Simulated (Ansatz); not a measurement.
# AlFH3NS: basis-set convergence

The task here is to estimate one member of a computed series from the others.

Method: one geometry, several basis sets; program: Ansatz 0.2.0, Gaussian basis.

The runs, in order: PBE0-D4/def2-SVP; ωB97M-V/def2-SVP; PBE0-D4/def2-QZVPP; ωB97M-V/def2-QZVPP; CCSD(T)/cc-pV(D+d)Z; CCSD(T)/cc-pV(T+d)Z; CCSD(T)/cc-pV(Q+d)Z; the functionals' def2-TZVPP values are taken from earlier runs.

## The geometry

The geometry comes from an earlier relaxation with PBE0-D4 in a triple-zeta def2 set; it is a stationary point, not always the lowest conformer.

SMILES `[NH2][Al]([F])[SH]`, 7 atoms, charge 0, spin multiplicity 1.

Atoms are counted from 1 here; the program's logs count them from 0.

Bond lengths: N1–Al2 1.752 Å, N1–H5 1.006 Å, N1–H6 1.006 Å, Al2–F3 1.648 Å, Al2–S4 2.172 Å, S4–H7 1.345 Å. Angles: Al2–N1–H5 124.5°, Al2–N1–H6 124.8°, H5–N1–H6 110.7°, N1–Al2–F3 119.4°, N1–Al2–S4 121.8°, F3–Al2–S4 118.8°, Al2–S4–H7 91.8°.

Set-up of the first run:

in.yaml

```yaml
crystal:
  periodic: [false, false, false]
  atoms:
    - {symbol: N, position_ang: [-0.857094, 0.816828, 0.836481]}
    - {symbol: Al, position_ang: [0.369649, -0.126075, 0.014811]}
    - {symbol: F, position_ang: [1.871876, -0.254690, 0.680212]}
    - {symbol: S, position_ang: [-0.032383, -1.136861, -1.865303]}
    - {symbol: H, position_ang: [-0.715309, 1.299956, 1.707969]}
    - {symbol: H, position_ang: [-1.797584, 0.950122, 0.504468]}
    - {symbol: H, position_ang: [1.222044, -1.617280, -1.924438]}
basis:
  gaussian: {orbitals: def2-SVP}
hamiltonian: {xc: pbe0, dispersion: d4}
output: {orbitals: {seedname: orbitals}}
```

Launch:

```bash
> ansatz run in.yaml --threads 2 --pin off --events-out ev --progress --plain --max-ram 32768MiB --backend cpu
```

Steps of the session up to this table: PBE0-D4 in def2-SVP; ωB97M-V in def2-SVP; PBE0-D4 in def2-QZVPP; ωB97M-V in def2-QZVPP.

One of the session's tables, all rows but one given; the rest of the session is left out.

| functional | basis | HOMO (eV) |
| --- | --- | --- |
| PBE0-D4 | def2-SVP | -7.35 |
| PBE0-D4 | def2-TZVPP | -7.58 |
| PBE0-D4 | def2-QZVPP | ? |
| ωB97M-V | def2-SVP | -9.56 |
| ωB97M-V | def2-TZVPP | -9.82 |
| ωB97M-V | def2-QZVPP | -9.88 |

Estimate the missing values for PBE0-D4, def2-QZVPP.

**Answer.** HOMO (eV): -7.63. In the column «HOMO (eV)» it lies between ωB97M-V, def2-SVP (-9.56) and PBE0-D4, def2-TZVPP (-7.58).
